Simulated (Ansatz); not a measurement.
Working through a rigid scan of one bond length of ClH2OSn, SMILES [OH][SnH][Cl]

Computed with Ansatz 0.2.0, Python API.

Interactive session:
```pycon
>>> import ansatz as az
>>> import numpy as np
>>> clh2osn = (
...     az.Crystal.molecule()
...     .atom("O", [-1.3622, 0.0804, -0.4171])
...     .atom("Sn", [0.566, 0.1362, -0.3794])
...     .atom("Cl", [1.2854, -1.235, 1.3663])
...     .atom("H", [-1.5766, -0.8239, -0.4722])
...     .atom("H", [1.1373, 1.7687, -0.139])
... )
>>> symbols = [site.symbol for site in clh2osn.cartesian_sites]
>>> start = np.array([site.position_ang for site in clh2osn.cartesian_sites])
>>> axis = (start[0] - start[1]) / np.linalg.norm(start[0] - start[1])
>>> moving = [0, 3]
>>> lengths, energies = [1.698, 1.775, 1.852, 1.929, 2.007, 2.084, 2.161, 2.277], []
>>> for length in lengths:
...     xyz = start.copy()
...     xyz[moving] += (length - np.linalg.norm(start[0] - start[1])) * axis
...     point = az.Crystal.molecule()
...     for symbol, place in zip(symbols, xyz):
...         point = point.atom(symbol, place.tolist())
...     calculation = point.calculation()
...     calculation = calculation.basis(gaussian="def2-SVP")
...     calculation = calculation.functional("r2scan", dispersion="d3bj")
...     calculation = calculation.spin("collinear", total=1)
...     summary = calculation.run(threads=1, pin="off").report
...     energies.append(summary["free_energy_ev"])
...     print(f"r = {length:6.3f} A  E = {energies[-1]:.5f} eV  <S^2> = {abs(summary['mean_field']['state']['spin_squared']):.3f}")
...
DeckWarning: the engine holds no damping parameters fitted to this dispersion correction and functional, so the run takes those fitted to r2scan beside the three-body term, which d3bj leaves out (hamiltonian.dispersion, under Limitations)
r =  1.698 A  E = -20427.40222 eV  <S^2> = 0.754
r =  1.775 A  E = -20428.21382 eV  <S^2> = 0.754
r =  1.852 A  E = -20428.68787 eV  <S^2> = 0.754
r =  1.929 A  E = -20428.92228 eV  <S^2> = 0.754
r =  2.007 A  E = -20428.98841 eV  <S^2> = 0.755
r =  2.084 A  E = -20428.93732 eV  <S^2> = 0.755
r =  2.161 A  E = -20428.80910 eV  <S^2> = 0.756
r =  2.277 A  E = -20428.53068 eV  <S^2> = 0.758
>>> # quartic fit about the minimum
>>> fit = np.polynomial.Polynomial.fit(lengths, np.array(energies) - min(energies), 4).convert()
>>> roots = [r.real for r in fit.deriv().roots() if abs(r.imag) < 1e-9 and fit.deriv(2)(r.real) > 0]
>>> r_e = min(roots, key=lambda r: abs(r - lengths[int(np.argmin(energies))]))
>>> print(f"minimum of the fit at {r_e:.4f} A, force constant {fit.deriv(2)(r_e):.2f} eV/A^2")
minimum of the fit at 2.0051 A, force constant 19.12 eV/A^2
```

What to keep in mind:
- Total energies depend on the basis set; only differences at equal settings carry meaning.
- Warnings are shown shortened and without file and line.
- The rest of the molecule is held rigid at a force-field or estimated start geometry, and the basis set is modest; single-reference methods fail as a bond breaks.
- def2 sets replace the cores of elements past krypton by effective core potentials.
- The run takes the species as open-shell (spin multiplicity 2), which needn't be its ground state.
- Spin-orbit coupling of the heavy open-shell atom is left out.
- A dispersion term here runs with damping parameters fitted for another variant or functional.
- Hardware and time: 50 s on 1 thread of Arm Neoverse V2, on a shared host, peak memory 0.22 GiB.
